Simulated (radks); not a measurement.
# Tc with its nuclear charge varied continuously

What is the energy between the elements? 43 electrons are held in [Kr] 4d5 5s2 while Z is changed in small steps.

Method: scalar-relativistic Kohn-Sham, PBEsol, spin-polarised, spherical densities, finite nucleus; open shells are filled with parallel spins first. Code: radks (a radial shooting solver on a logarithmic mesh, Libxc functionals) version 1.

**1. The system**

| Property | Result |
| --- | --- |
| element | technetium (Z = 43) |
| charge | 0 |
| electrons | 43 |
| configuration | [Kr] 4d5 5s2 |
| nuclear rms radius | 4.4112 fm |

Outer shells as boxes (Hund's rule):

Tc
```
[Kr] core
4d [↑ ][↑ ][↑ ][↑ ][↑ ]
5s [↑↓]
```

In the logs a row gives level, spin channel, occupation and eigenvalue; Etot, Ekin, Encl (electron-nucleus), Eh (Hartree) and Exc are energies, all in hartree; err is the last residual, it the number of iterations.

**2. Z = 43**

Input:

```text
Z 43
configuration [Kr] 4d5 5s2
relativity scalar-relativistic
functional pbe_sol,pbe_sol
spin polarised
nucleus finite rms 4.4112 fm
c 137.035999084
```

The program printed:

```text
1s      1   1.0000        -766.39557348
2s      1   1.0000        -109.34502163
2p      1   3.0000         -97.88112672
3s      1   1.0000         -19.02577724
3p      1   3.0000         -15.26461050
3d      1   5.0000          -9.17446235
4s      1   1.0000          -2.73053036
4p      1   3.0000          -1.70537764
4d      1   5.0000          -0.28776605
5s      1   1.0000          -0.20566147
1s      2   1.0000        -766.39569287
2s      2   1.0000        -109.32264670
2p      2   3.0000         -97.86417599
3s      2   1.0000         -19.01277033
3p      2   3.0000         -15.25002835
3d      2   5.0000          -9.15283990
4s      2   1.0000          -2.61803055
4p      2   3.0000          -1.58395436
4d      2   0.0000          -0.16804012
5s      2   1.0000          -0.15706372
Etot -4283.426966677893
Ekin 4422.494242482282
Encl -10325.88299257296
Eh 1746.06832094453
Exc -126.10653753174427
err 6.6670892593943785e-09
it 14
```

Highest occupied level: 5s down at -4.274 eV.

Radial moments (bohr):

```
  level  occupation  energy (eV)    <r>  outermost maximum (interpolated)  90 % within  nodes
  4s up           1      -74.302  1.060                             0.951         1.54      3
4s down           1      -71.240  1.054                             0.946         1.53      3
  4p up           3      -46.406  1.176                              1.03         1.74      2
4p down           3      -43.102  1.169                              1.02         1.73      2
  4d up           5       -7.831  1.695                              1.28         2.72      1
  5s up           1       -5.596  3.183                              2.67         4.75      4
4d down           0       -4.573  1.818                              1.27         3.04      1
5s down           1       -4.274  3.507                              2.89         5.29      4
```

The radial density on a logarithmic grid:

```
r (bohr)  4πr²ρ (e/bohr)
 0.00156           2.011
 0.00241           4.246
 0.00374           8.730
 0.00581           16.85
 0.00902           29.50
  0.0140           44.53
  0.0217           54.11
  0.0338           50.89
  0.0520           46.60
  0.0808           60.80
   0.125           64.68
   0.195           43.77
   0.302           51.34
   0.469           35.39
   0.729           12.80
    1.12           11.98
    1.74           4.917
    2.71           1.591
    4.20          0.4688
    6.52         0.04832
```

**3. Z = 42.8**

Input: that of step 2 with these lines changed.

```diff
@@ -1,2 +1,2 @@
-Z 43
+Z 42.8
 configuration [Kr] 4d5 5s2
```

The program printed:

```text
1s      1   1.0000        -758.57213328
2s      1   1.0000        -107.96890291
2p      1   3.0000         -96.62358054
3s      1   1.0000         -18.65954937
3p      1   3.0000         -14.93828655
3d      1   5.0000          -8.90593910
4s      1   1.0000          -2.60967979
4p      1   3.0000          -1.60076937
4d      1   5.0000          -0.21354740
5s      1   1.0000          -0.15542984
1s      2   1.0000        -758.57227309
2s      2   1.0000        -107.94764832
2p      2   3.0000         -96.60749909
3s      2   1.0000         -18.64717017
3p      2   3.0000         -14.92441772
3d      2   5.0000          -8.88536657
4s      2   1.0000          -2.50111991
4p      2   3.0000          -1.48300933
4d      2   0.0000          -0.09733500
5s      2   1.0000          -0.10799450
Etot -4235.437454924218
Ekin 4371.664136949947
Encl -10212.328838901787
Eh 1730.4224275217389
Exc -125.19518049411656
err 1.4884541234955796e-09
it 15
```

Energy against step 2 (Z = 43): +1305.9 eV. Highest occupied level: 5s down at -2.939 eV.

**4. Z = 42.9**

Input: that of step 3 with these lines changed.

```diff
@@ -1,2 +1,2 @@
-Z 42.8
+Z 42.9
 configuration [Kr] 4d5 5s2
```

The program printed:

```text
1s      1   1.0000        -762.47773157
2s      1   1.0000        -108.65511630
2p      1   3.0000         -97.25065076
3s      1   1.0000         -18.84164415
3p      1   3.0000         -15.10046583
3d      1   5.0000          -9.03924236
4s      1   1.0000          -2.66936837
4p      1   3.0000          -1.65236029
4d      1   5.0000          -0.24997402
5s      1   1.0000          -0.18010001
1s      2   1.0000        -762.47786152
2s      2   1.0000        -108.63330221
2p      2   3.0000         -97.23413534
3s      2   1.0000         -18.82895136
3p      2   3.0000         -15.08624063
3d      2   5.0000          -9.01814510
4s      2   1.0000          -2.55882844
4p      2   3.0000          -1.53275732
4d      2   0.0000          -0.13198173
5s      2   1.0000          -0.13207426
Etot -4259.393692899855
Ekin 4397.0348904392595
Encl -10269.03814108142
Eh 1738.2607265706345
Exc -125.651168828328
err 8.137253228445314e-09
it 14
```

Energy against step 2 (Z = 43): +653.979 eV. 5s down is the highest filled level (-3.594 eV).

**5. Z = 43.1**

Input: that of step 4 with these lines changed.

```diff
@@ -1,2 +1,2 @@
-Z 42.9
+Z 43.1
 configuration [Kr] 4d5 5s2
```

The program printed:

```text
1s      1   1.0000        -770.32561011
2s      1   1.0000        -110.03856352
2p      1   3.0000         -98.51495157
3s      1   1.0000         -19.21189030
3p      1   3.0000         -15.43066185
3d      1   5.0000          -9.31154022
4s      1   1.0000          -2.79310368
4p      1   3.0000          -1.75975961
4d      1   5.0000          -0.32686727
5s      1   1.0000          -0.23207553
1s      2   1.0000        -770.32571840
2s      2   1.0000        -110.01562666
2p      2   3.0000         -98.49756440
3s      2   1.0000         -19.19856893
3p      2   3.0000         -15.41572240
3d      2   5.0000          -9.28939242
4s      2   1.0000          -2.67866457
4p      2   3.0000          -1.63653876
4d      2   0.0000          -0.20544801
5s      2   1.0000          -0.18292361
Etot -4307.537241422764
Ekin 4448.04221981563
Encl -10382.865776010864
Eh 1753.8476455437262
Exc -126.56133077125708
err 5.255577745872773e-09
it 14
```

Energy against step 2 (Z = 43): -656.074 eV. The top filled level is 5s down, -4.978 eV.

**6. Z = 43.2**

Input: that of step 5 with these lines changed.

```diff
@@ -1,2 +1,2 @@
-Z 43.1
+Z 43.2
 configuration [Kr] 4d5 5s2
```

The program printed:

```text
1s      1   1.0000        -774.26780063
2s      1   1.0000        -110.73569458
2p      1   3.0000         -99.15207642
3s      1   1.0000         -19.39993303
3p      1   3.0000         -15.59856920
3d      1   5.0000          -9.45042515
4s      1   1.0000          -2.85703476
4p      1   3.0000          -1.81545304
4d      1   5.0000          -0.36722958
5s      1   1.0000          -0.25930982
1s      2   1.0000        -774.26789732
2s      2   1.0000        -110.71219489
2p      2   3.0000         -99.13425184
3s      2   1.0000         -19.38629703
3p      2   3.0000         -15.58327229
3d      2   5.0000          -9.42775208
4s      2   1.0000          -2.74067712
4p      2   3.0000          -1.69045720
4d      2   0.0000          -0.24415279
5s      2   1.0000          -0.20962059
Etot -4331.724487701937
Ekin 4473.678856069952
Encl -10439.988550929473
Eh 1761.6007952666614
Exc -127.01558810907812
err 4.450571376008261e-09
it 14
```

Energy against step 2 (Z = 43): -1314.2 eV. The top filled level is 5s down, -5.704 eV.

**7. Z = 43.3**

Input: that of step 6 with these lines changed.

```diff
@@ -1,2 +1,2 @@
-Z 43.2
+Z 43.3
 configuration [Kr] 4d5 5s2
```

The program printed:

```text
1s      1   1.0000        -778.22211042
2s      1   1.0000        -111.43637360
2p      1   3.0000         -99.79245853
3s      1   1.0000         -19.58986140
3p      1   3.0000         -15.76828815
3d      1   5.0000          -9.59107261
4s      1   1.0000          -2.92227670
4p      1   3.0000          -1.87241146
4d      1   5.0000          -0.40881112
5s      1   1.0000          -0.28733667
1s      2   1.0000        -778.22219511
2s      2   1.0000        -111.41231034
2p      2   3.0000         -99.77419574
3s      2   1.0000         -19.57591073
3p      2   3.0000         -15.75263375
3d      2   5.0000          -9.56787452
4s      2   1.0000          -2.80402131
4p      2   3.0000          -1.74566289
4d      2   0.0000          -0.28410898
5s      2   1.0000          -0.23712592
Etot -4355.988680784256
Ekin 4499.404190759346
Encl -10497.253127470543
Eh 1769.3296012661742
Exc -127.469345339233
err 4.144357940883274e-09
it 14
```

Energy against step 2 (Z = 43): -1974.5 eV. The top filled level is 5s down, -6.453 eV.

**8. Z = 43.4**

Input: that of step 7 with these lines changed.

```diff
@@ -1,2 +1,2 @@
-Z 43.3
+Z 43.4
 configuration [Kr] 4d5 5s2
```

The program printed:

```text
1s      1   1.0000        -782.18850988
2s      1   1.0000        -112.14056430
2p      1   3.0000        -100.43606015
3s      1   1.0000         -19.78163641
3p      1   3.0000         -15.93977931
3d      1   5.0000          -9.73344306
4s      1   1.0000          -2.98878794
4p      1   3.0000          -1.93059382
4d      1   5.0000          -0.45157498
5s      1   1.0000          -0.31613204
1s      2   1.0000        -782.18858222
2s      2   1.0000        -112.11593688
2p      2   3.0000        -100.41735843
3s      2   1.0000         -19.76737113
3p      2   3.0000         -15.92376752
3d      2   5.0000          -9.70972038
4s      2   1.0000          -2.86865545
4p      2   3.0000          -1.80211434
4d      2   0.0000          -0.32527667
5s      2   1.0000          -0.26541445
Etot -4380.329800079695
Ekin 4525.218268519757
Encl -10554.661116985491
Eh 1777.035683471634
Exc -127.92263508559405
err 3.5096652445210477e-09
it 14
```

Energy against step 2 (Z = 43): -2636.9 eV. Highest occupied level: 5s down at -7.222 eV.

**9. Z = 43.5**

Input: that of step 8 with these lines changed.

```diff
@@ -1,2 +1,2 @@
-Z 43.4
+Z 43.5
 configuration [Kr] 4d5 5s2
```

The program printed:

```text
1s      1   1.0000        -786.16697354
2s      1   1.0000        -112.84823453
2p      1   3.0000        -101.08284757
3s      1   1.0000         -19.97522321
3p      1   3.0000         -16.11300744
3d      1   5.0000          -9.87750114
4s      1   1.0000          -3.05653137
4p      1   3.0000          -1.98996349
4d      1   5.0000          -0.49548826
5s      1   1.0000          -0.34567483
1s      2   1.0000        -786.16703321
2s      2   1.0000        -112.82304246
2p      2   3.0000        -101.06370632
3s      2   1.0000         -19.96064346
3p      2   3.0000         -16.09663847
3d      2   5.0000          -9.85325439
4s      2   1.0000          -2.93454218
4p      2   3.0000          -1.85977442
4d      2   0.0000          -0.36762047
5s      2   1.0000          -0.29446398
Etot -4404.747828685912
Ekin 4551.121138493098
Encl -10612.213968323103
Eh 1784.7204883935528
Exc -128.37548724946038
err 3.2481593199029055e-09
it 14
```

E − E(step 2, Z = 43) = -3301.3 eV. The top filled level is 5s down, -8.013 eV.

**10. Z = 43.6**

Input: that of step 9 with these lines changed.

```diff
@@ -1,2 +1,2 @@
-Z 43.5
+Z 43.6
 configuration [Kr] 4d5 5s2
```

The program printed:

```text
1s      1   1.0000        -790.15747936
2s      1   1.0000        -113.55935555
2p      1   3.0000        -101.73279053
3s      1   1.0000         -20.17059043
3p      1   3.0000         -16.28794081
3d      1   5.0000         -10.02321496
4s      1   1.0000          -3.12547357
4p      1   3.0000          -2.05048759
4d      1   5.0000          -0.54052143
5s      1   1.0000          -0.37594626
1s      2   1.0000        -790.15752611
2s      2   1.0000        -113.53359843
2p      2   3.0000        -101.71320923
3s      2   1.0000         -20.15569640
3p      2   3.0000         -16.27121491
3d      2   5.0000          -9.99844476
4s      2   1.0000          -3.00164782
4p      2   3.0000          -1.91860969
4d      2   0.0000          -0.41110869
5s      2   1.0000          -0.32425467
Etot -4429.242753017274
Ekin 4577.112853912031
Encl -10669.912994963906
Eh 1792.3853173941463
Exc -128.82792935954384
err 2.7844760402435873e-09
it 14
```

E − E(step 2, Z = 43) = -3967.8 eV. The top filled level is 5s down, -8.823 eV.

**11. Z = 43.7**

Input: that of step 10 with these lines changed.

```diff
@@ -1,2 +1,2 @@
-Z 43.6
+Z 43.7
 configuration [Kr] 4d5 5s2
```

The program printed:

```text
1s      1   1.0000        -794.16000826
2s      1   1.0000        -114.27390154
2p      1   3.0000        -102.38586168
3s      1   1.0000         -20.36770965
3p      1   3.0000         -16.46455061
3d      1   5.0000         -10.17055557
4s      1   1.0000          -3.19558433
4p      1   3.0000          -2.11213642
4d      1   5.0000          -0.58664778
5s      1   1.0000          -0.40692951
1s      2   1.0000        -794.16004185
2s      2   1.0000        -114.24757906
2p      2   3.0000        -102.36583986
3s      2   1.0000         -20.35250159
3p      2   3.0000         -16.44746812
3d      2   5.0000         -10.14526265
4s      2   1.0000          -3.06994179
4p      2   3.0000          -1.97858984
4d      2   0.0000          -0.45571274
5s      2   1.0000          -0.35476874
Etot -4453.814562487845
Ekin 4603.193471664995
Encl -10727.759395727258
Eh 1800.0313484259345
Exc -129.27998685151576
err 2.6929637903376265e-09
it 14
```

E − E(step 2, Z = 43) = -4636.5 eV. Highest occupied level: 5s down at -9.654 eV.

**12. Z = 43.8**

Input: that of step 11 with these lines changed.

```diff
@@ -1,2 +1,2 @@
-Z 43.7
+Z 43.8
 configuration [Kr] 4d5 5s2
```

The program printed:

```text
1s      1   1.0000        -798.17454370
2s      1   1.0000        -114.99184921
2p      1   3.0000        -103.04203616
3s      1   1.0000         -20.56655503
3p      1   3.0000         -16.64281061
3d      1   5.0000         -10.31949661
4s      1   1.0000          -3.26683614
4p      1   3.0000          -2.17488300
4d      1   5.0000          -0.63384302
5s      1   1.0000          -0.43860941
1s      2   1.0000        -798.17456393
2s      2   1.0000        -114.96496112
2p      2   3.0000        -103.02157343
3s      2   1.0000         -20.55103323
3p      2   3.0000         -16.62537192
3d      2   5.0000         -10.29368173
4s      2   1.0000          -3.13939620
4p      2   3.0000          -2.03968731
4d      2   0.0000          -0.50140670
5s      2   1.0000          -0.38599008
Etot -4478.463249240973
Ekin 4629.3630520297465
Encl -10785.754271222107
Eh 1807.6596532519943
Exc -129.73168330060577
err 2.4452451518183317e-09
it 14
```

E − E(step 2, Z = 43) = -5307.2 eV. The top filled level is 5s down, -10.503 eV.

**13. Z = 43.9**

Input: that of step 12 with these lines changed.

```diff
@@ -1,2 +1,2 @@
-Z 43.8
+Z 43.9
 configuration [Kr] 4d5 5s2
```

The program printed:

```text
1s      1   1.0000        -802.20107135
2s      1   1.0000        -115.71317746
2p      1   3.0000        -103.70129132
3s      1   1.0000         -20.76710296
3p      1   3.0000         -16.82269683
3d      1   5.0000         -10.47001393
4s      1   1.0000          -3.33920391
4p      1   3.0000          -2.23870275
4d      1   5.0000          -0.68208495
5s      1   1.0000          -0.47097220
1s      2   1.0000        -802.20107804
2s      2   1.0000        -115.68572356
2p      2   3.0000        -103.68038732
3s      2   1.0000         -20.75126773
3p      2   3.0000         -16.80490235
3d      2   5.0000         -10.44367792
4s      2   1.0000          -3.20998556
4p      2   3.0000          -2.10187688
4d      2   0.0000          -0.54816694
5s      2   1.0000          -0.41790409
Etot -4503.188807914637
Ekin 4655.621658327624
Encl -10843.898636889728
Eh 1815.2712112612296
Exc -130.18304061376355
err 2.307983534205736e-09
it 14
```

E − E(step 2, Z = 43) = -5980.0 eV. The top filled level is 5s down, -11.372 eV.

**14. Z = 44**

Input: that of step 13 with these lines changed.

```diff
@@ -1,2 +1,2 @@
-Z 43.9
+Z 44
 configuration [Kr] 4d5 5s2
```

The program printed:

```text
1s      1   1.0000        -806.23957882
2s      1   1.0000        -116.43786712
2p      1   3.0000        -104.36360642
3s      1   1.0000         -20.96933178
3p      1   3.0000         -17.00418723
3d      1   5.0000         -10.62208536
4s      1   1.0000          -3.41266464
4p      1   3.0000          -2.30357316
4d      1   5.0000          -0.73135323
5s      1   1.0000          -0.50400531
1s      2   1.0000        -806.23957181
2s      2   1.0000        -116.40984727
2p      2   3.0000        -104.34226084
3s      2   1.0000         -20.95318347
3p      2   3.0000         -16.98603742
3d      2   5.0000         -10.59522909
4s      2   1.0000          -3.28168644
4p      2   3.0000          -2.16513544
4d      2   0.0000          -0.59597179
5s      2   1.0000          -0.45049742
Etot -4527.991235442638
Ekin 4681.969356759353
Encl -10902.19343386576
Eh 1822.8669208597903
Exc -130.6340791960223
err 2.1766368188386417e-09
it 14
```

E − E(step 2, Z = 43) = -6654.9 eV. The top filled level is 5s down, -12.259 eV.

**15. Summary of results**

```
   Z  E (hartree)  E(electron-nucleus)/Z (hartree)  highest level  its energy (eV)  <r> (bohr)
42.8  -4235.43745                         -238.606        5s down           -2.939       3.687
42.9  -4259.39369                         -239.372        5s down           -3.594       3.593
  43  -4283.42697                         -240.137        5s down           -4.274       3.507
43.1  -4307.53724                         -240.902        5s down           -4.978       3.429
43.2  -4331.72449                         -241.666        5s down           -5.704       3.357
43.3  -4355.98868                         -242.431        5s down           -6.453       3.290
43.4  -4380.32980                         -243.195        5s down           -7.222       3.227
43.5  -4404.74783                         -243.959        5s down           -8.013       3.169
43.6  -4429.24275                         -244.723        5s down           -8.823       3.114
43.7  -4453.81456                         -245.486        5s down           -9.654       3.062
43.8  -4478.46325                         -246.250        5s down          -10.503       3.012
43.9  -4503.18881                         -247.014        5s down          -11.372       2.966
  44  -4527.99124                         -247.777        5s down          -12.259       2.921
```

What this shows: At Z = 43 the central difference of E is -240.718 hartree, against -240.137 from the Hellmann-Feynman theorem; the scalar-relativistic energy here is not variational, so the two differ by a part that grows with Z. The top level goes from -2.939 eV at Z = 42.8 to -12.259 eV at Z = 44.
